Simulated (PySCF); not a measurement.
**SeO2: singlet, from a linear start**

Where does singlet SeO2 go from a linear start, is the end point a minimum, and what are its modes, charges and moments?

Program: PySCF 2.14.0. Level of theory: PBE0, basis Se def2-TZVP, O def2-TZVP, no relativity, density fitting. These are calculated values, not measurements.

## 1. The starting structure

3 atoms, charge 0, spin multiplicity 1.

Bond lengths: Se1–O2 1.640 Å, Se1–O3 1.640 Å. Angles: O2–Se1–O3 180.0°.

Z-matrix (Å, degrees; charge 0 multiplicity 1):
```
Se
O  1 1.6400
O  1 1.6400 2 180.00
```

## 2. First SCF at the start

The steps below are one call of a driver around PySCF. For each, scf.py gives the equivalent set-up of the SCF; relaxations use the driver's own optimiser. After this first run the driver tries any further starts and a stability analysis.

scf.py reads:

```python
from pyscf import gto, scf, dft
mol = gto.M(atom='''
Se     0.000000     0.000000     0.000000
O      0.000000     0.000000     1.640000
O      0.000000     0.000000    -1.640000''',
    basis={'Se': 'def2-TZVP', 'O': 'def2-TZVP'},
    charge=0, spin=0)
mf = dft.RKS(mol, xc='PBE0')
mf.grids.atom_grid = (50, 194)
aux = {'Se': 'def2-universal-JKFIT', 'O': 'def2-universal-JKFIT'}
mf = mf.density_fit(auxbasis=aux)
mf.conv_tol = 1e-08
mf.diis_space = 10
mf.max_cycle = 60
mf.init_guess = 'minao'
mf.verbose = 4
mf.kernel()
```

The run is started by

```bash
> OMP_NUM_THREADS=2 python axn.py task.json out
```

Log:

```text
init E= -2551.00419119909
  HOMO = -0.281639905048138  LUMO = -0.188385729256856  gap/eV = 2.53758
cycle= 1 E= -2551.10480045339  delta_E= -0.101  |g|= 1.32  |ddm|= 2.47
  HOMO = -0.135758778742044  LUMO = -0.0561776006803278  gap/eV = 2.16551
cycle= 2 E= -2549.59724343052  delta_E= 1.51  |g|= 2.97  |ddm|= 2.73
  HOMO = -0.269419478089162  LUMO = -0.153905694186759  gap/eV = 3.14329
cycle= 3 E= -2551.45066716958  delta_E= -1.85  |g|= 0.0408  |ddm|= 1.92
  HOMO = -0.278232627755067  LUMO = -0.156298232140487  gap/eV = 3.31800
cycle= 4 E= -2551.45053782811  delta_E= 0.000129  |g|= 0.0444  |ddm|= 0.064
  HOMO = -0.276495576310488  LUMO = -0.153397735997774  gap/eV = 3.34966
cycle= 5 E= -2551.45097401701  delta_E= -0.000436  |g|= 0.00952  |ddm|= 0.035
  HOMO = -0.277049250817775  LUMO = -0.153539800361398  gap/eV = 3.36086
cycle= 6 E= -2551.45099124877  delta_E= -1.72e-05  |g|= 0.00136  |ddm|= 0.00559
  HOMO = -0.276959026537746  LUMO = -0.153426739661712  gap/eV = 3.36148
cycle= 7 E= -2551.45099156692  delta_E= -3.18e-07  |g|= 0.000321  |ddm|= 0.00112
  HOMO = -0.27698534089113  LUMO = -0.153441469554006  gap/eV = 3.36180
cycle= 8 E= -2551.45099158447  delta_E= -1.76e-08  |g|= 3.12e-05  |ddm|= 0.00017
  HOMO = -0.276983118939519  LUMO = -0.153438924189772  gap/eV = 3.36181
cycle= 9 E= -2551.45099158458  delta_E= -1.11e-10  |g|= 7.43e-06  |ddm|= 1.88e-05
  HOMO = -0.276982739176901  LUMO = -0.153439075046265  gap/eV = 3.36179
Extra cycle  E= -2551.45099158452  delta_E= 6e-11  |g|= 1.94e-05  |ddm|= 1.69e-05
converged SCF energy = -2551.45099158452
```

This step, with its further starts and checks, needed 6 s of wall time on 2 threads of Arm Neoverse V1, shared host.

No lower closed-shell solution turned up in the test of internal stability.

## 3. Relaxation: linear start, singlet

The program finds D∞h symmetry in the start, which this walk keeps. Threshold on the gradient: 0.0003 Eh/bohr, with a further test on the energy change.

Changes to scf.py since step 2:

```diff
@@ -15 +14,0 @@
-mf.init_guess = 'minao'
```

The optimiser's trace:

```
step   energy (Eh)  change (kJ/mol)  largest symmetric gradient (Eh/bohr)
   0  -2551.450992             0.00                               0.00976
   1  -2551.451167            -0.46                               0.00379
   2  -2551.451201            -0.55                               0.00012
   3  -2551.451201            -0.55                               0.00000
```

The walk took 5.9 s.

It settles in D∞h symmetry, 0.5 kJ/mol below the start, after 3 steps: Se–O 1.651 Å (×2); O–Se–O 180.0°.

## 4. Hessian and properties

On the finer grid the gradient is checked again; gradients at displacements of ±0.02 bohr then give force constants and infrared intensities.

Changes to scf.py since step 3:

```diff
@@ -4,2 +4,2 @@
-O      0.000000     0.000000     1.640000
-O      0.000000     0.000000    -1.640000''',
+O      0.000000    -0.000000     1.651451
+O     -0.000000     0.000000    -1.651451''',
@@ -9 +9 @@
-mf.grids.atom_grid = (50, 194)
+mf.grids.atom_grid = (75, 302)
@@ -12 +12 @@
-mf.conv_tol = 1e-08
+mf.conv_tol = 1e-10
```

This SCF starts from the last density.

SCF at the final geometry:

```text
init E= -2551.45114135324
  HOMO = -0.27894650738353  LUMO = -0.156291535599632  gap/eV = 3.33761
cycle= 1 E= -2551.45114135324  delta_E= -1.82e-12  |g|= 2.02e-06  |ddm|= 1.43e-06
  HOMO = -0.278946225698625  LUMO = -0.156291429107694  gap/eV = 3.33761
Extra cycle  E= -2551.45114135323  delta_E= 6.37e-12  |g|= 5.7e-06  |ddm|= 3.99e-06
converged SCF energy = -2551.45114135323
```

The whole step took 16 s.

Geometry: D∞h; Se–O 1.651 Å (×2); O–Se–O 180.0°.

Harmonic modes (main isotopes):

| symmetry | ω (cm⁻¹) | IR (km/mol) |
| --- | --- | --- |
| πu | 566i | 0.2 |
| σg+ | 849 | 0.0 |
| σu+ | 891 | 201 |

With 2 modes imaginary (up to 566i cm⁻¹) this point is a saddle.

Properties at this point:

```
Dipole moment                                                   : 0.00 D
Highest occupied level                                          : -7.59 eV
Lowest empty level                                              : -4.25 eV
Rotational constants                                            : 0.1932 cm⁻¹
Zero-point energy (real modes)                                  : 10.4 kJ/mol
Principal polarisabilities                                      : 21.2, 21.2, 53.4 bohr³
Atomisation energy without zero-point energy                    : 548 kJ/mol
Principal traceless quadrupole moments about the centre of mass : -10.51, 5.26, 5.26 D Å
```

Populations by atom (charges in e):

```
atom  Mulliken  Löwdin  polar tensor  Mayer order to Se1
 Se1      0.68    0.62          0.76                   –
O2,3     -0.34   -0.31         -0.38                1.84
```

Mulliken populations on Se1: s 8.06, p 14.61, d 10.60, f 0.05.

## 5. Downhill along the imaginary mode

The start is the last point, displaced along its most imaginary mode.

The program finds C2v symmetry in the start, which this walk keeps. Threshold on the gradient: 0.0003 Eh/bohr, with a further test on the energy change.

Changes to scf.py since step 4:

```diff
@@ -3,3 +3,3 @@
-Se     0.000000     0.000000     0.000000
-O      0.000000    -0.000000     1.651451
-O     -0.000000     0.000000    -1.651451''',
+Se     0.012118    -0.046481    -0.000000
+O     -0.030274     0.116118     1.651451
+O     -0.030274     0.116118    -1.651451''',
@@ -9 +9 @@
-mf.grids.atom_grid = (75, 302)
+mf.grids.atom_grid = (50, 194)
@@ -12 +12 @@
-mf.conv_tol = 1e-10
+mf.conv_tol = 1e-08
```

Steps of the walk:

```
step   energy (Eh)  change (kJ/mol)  largest symmetric gradient (Eh/bohr)
   0  -2551.463322             0.00                               0.06427
   1  -2551.510457          -123.75                               0.05530
   2  -2551.528605          -171.40                               0.08625
   3  -2551.549048          -225.07                               0.04943
   4  -2551.556857          -245.58                               0.03355
   5  -2551.558325          -249.43                               0.00282
   6  -2551.558345          -249.48                               0.00022
   7  -2551.558345          -249.48                               0.00001
```

The walk took 14 s.

Positions (Å) and forces (eV/Å) along the way:

```
step 0
Se   0.012  -0.046   0.000   0.863  -3.304   0.000
O   -0.030   0.116   1.651  -0.432   1.652  -0.829
O   -0.030   0.116  -1.651  -0.432   1.652   0.829
step 1
Se   0.065  -0.249   0.000   0.586  -2.244   0.000
O   -0.057   0.218   1.603  -0.293   1.122  -2.844
O   -0.057   0.218  -1.603  -0.293   1.122   2.844
step 4
Se   0.122  -0.466   0.000   0.447  -1.726   0.000
O   -0.085   0.326   1.350  -0.224   0.863   0.789
O   -0.085   0.326  -1.350  -0.224   0.863  -0.789
step 7
Se   0.131  -0.501   0.000  -0.002  -0.001   0.000
O   -0.090   0.344   1.340   0.001   0.001   0.000
O   -0.090   0.344  -1.340   0.001   0.001   0.000
```

After 7 steps and 249.5 kJ/mol it ends at C2v: Se–O 1.599 Å (×2); O–Se–O 113.8°.

## 6. Hessian and properties

As before: finer grid, then central differences.

Changes to scf.py since step 5:

```diff
@@ -3,3 +3,3 @@
-Se     0.012118    -0.046481    -0.000000
-O     -0.030274     0.116118     1.651451
-O     -0.030274     0.116118    -1.651451''',
+Se     0.062930    -0.241377    -0.000000
+O     -0.157318     0.603414     1.339764
+O     -0.157318     0.603414    -1.339764''',
@@ -9 +9 @@
-mf.grids.atom_grid = (50, 194)
+mf.grids.atom_grid = (75, 302)
@@ -12 +12 @@
-mf.conv_tol = 1e-08
+mf.conv_tol = 1e-10
```

SCF at the final geometry:

```text
init E= -2551.55829801092
  HOMO = -0.336255002293744  LUMO = -0.149387450223372  gap/eV = 5.08493
cycle= 1 E= -2551.5582980102  delta_E= 7.28e-10  |g|= 6.18e-05  |ddm|= 4.09e-05
  HOMO = -0.336254673732859  LUMO = -0.149386849724372  gap/eV = 5.08493
cycle= 2 E= -2551.55829800125  delta_E= 8.95e-09  |g|= 0.00022  |ddm|= 0.000145
  HOMO = -0.336254609992995  LUMO = -0.149386914872522  gap/eV = 5.08493
cycle= 3 E= -2551.55829801099  delta_E= -9.74e-09  |g|= 2.81e-06  |ddm|= 0.000113
  HOMO = -0.336254648508515  LUMO = -0.149387039673137  gap/eV = 5.08493
cycle= 4 E= -2551.55829801098  delta_E= 9.55e-12  |g|= 9.05e-07  |ddm|= 1.84e-06
  HOMO = -0.336254839254773  LUMO = -0.149387129172212  gap/eV = 5.08493
Extra cycle  E= -2551.55829801096  delta_E= 2.32e-11  |g|= 1.96e-06  |ddm|= 1.44e-06
converged SCF energy = -2551.55829801096
```

The whole step needed 24 s of wall time on 2 threads of Arm Neoverse V1, shared host.

Geometry: C2v; Se–O 1.599 Å (×2); O–Se–O 113.8°.

Modes, for the most abundant isotopes:

```json
{"symmetry": "a1", "ω (cm⁻¹)": "382", "IR (km/mol)": "26.4", "type": "bend"}
{"symmetry": "a1", "ω (cm⁻¹)": "1011", "IR (km/mol)": "13.7", "type": "stretch"}
{"symmetry": "b2", "ω (cm⁻¹)": "1051", "IR (km/mol)": "127", "type": "stretch"}
```

All wavenumbers are real: a minimum.

Properties at this point:

* Dipole moment: 2.80 D
* Highest occupied level: -9.15 eV
* Lowest empty level: -4.07 eV
* Rotational constants: 0.9682, 0.2936, 0.2253 cm⁻¹
* Zero-point energy: 14.6 kJ/mol
* Principal polarisabilities: 18.8, 24.9, 38.5 bohr³
* Atomisation energy without zero-point energy: 830 kJ/mol
* Principal traceless quadrupole moments about the centre of mass: -6.77, 1.22, 5.55 D Å
* Entropy at 298.15 K and 1 bar: 262.1 J/(mol K)
* Heat capacity Cp at 298.15 K: 42.5 J/(mol K)
* Enthalpy at 298.15 K above 0 K: 10.95 kJ/mol
* Rotational symmetry number: 2

Populations by atom (charges in e):

```json
{"atom": "Se1", "Mulliken": "0.86", "Löwdin": "0.65", "polar tensor": "1.10", "Mayer order to Se1": "–"}
{"atom": "O2,3", "Mulliken": "-0.43", "Löwdin": "-0.32", "polar tensor": "-0.55", "Mayer order to Se1": "1.84"}
```

Mulliken populations on Se1: s 7.86, p 14.73, d 10.47, f 0.08.

## 7. All stationary points

| spin | group | bonds | imaginary modes (cm⁻¹) | ΔE (kJ/mol) | with zero-point energy |
| --- | --- | --- | --- | --- | --- |
| singlet | C2v | Se–O 1.599 Å (×2) | none | 0.0 | 0.0 |
| singlet | D∞h | Se–O 1.651 Å (×2) | 566i, 566i | 281.3 | – |

## 8. Results

| quantity | value |
| --- | --- |
| minimum | singlet, C2v |
| geometry | Se–O 1.599 Å (×2); O–Se–O 113.8° |
| wavenumbers (cm⁻¹) | 382 (a1), 1011 (a1), 1051 (b2) |
| dipole moment | 2.80 D |
| highest occupied, lowest empty level | -9.15, -4.07 eV |
| polar-tensor charge of Se1 | +1.10 e |
| zero-point energy | 14.6 kJ/mol |
| entropy at 298.15 K | 262.1 J/(mol K) |
| atomisation energy (no zero-point energy) | 830 kJ/mol |

**Reading.** From D∞h at the start the molecule goes to a C2v minimum, after a stop at a second-order saddle point 281.3 kJ/mol higher, from which it was pushed off along an imaginary mode. In the infrared the band at 1051 cm⁻¹ (b2, stretch) leads. Only this shape and spin were tried, so other structures or states may lie lower.

The search up to here took 66 s.
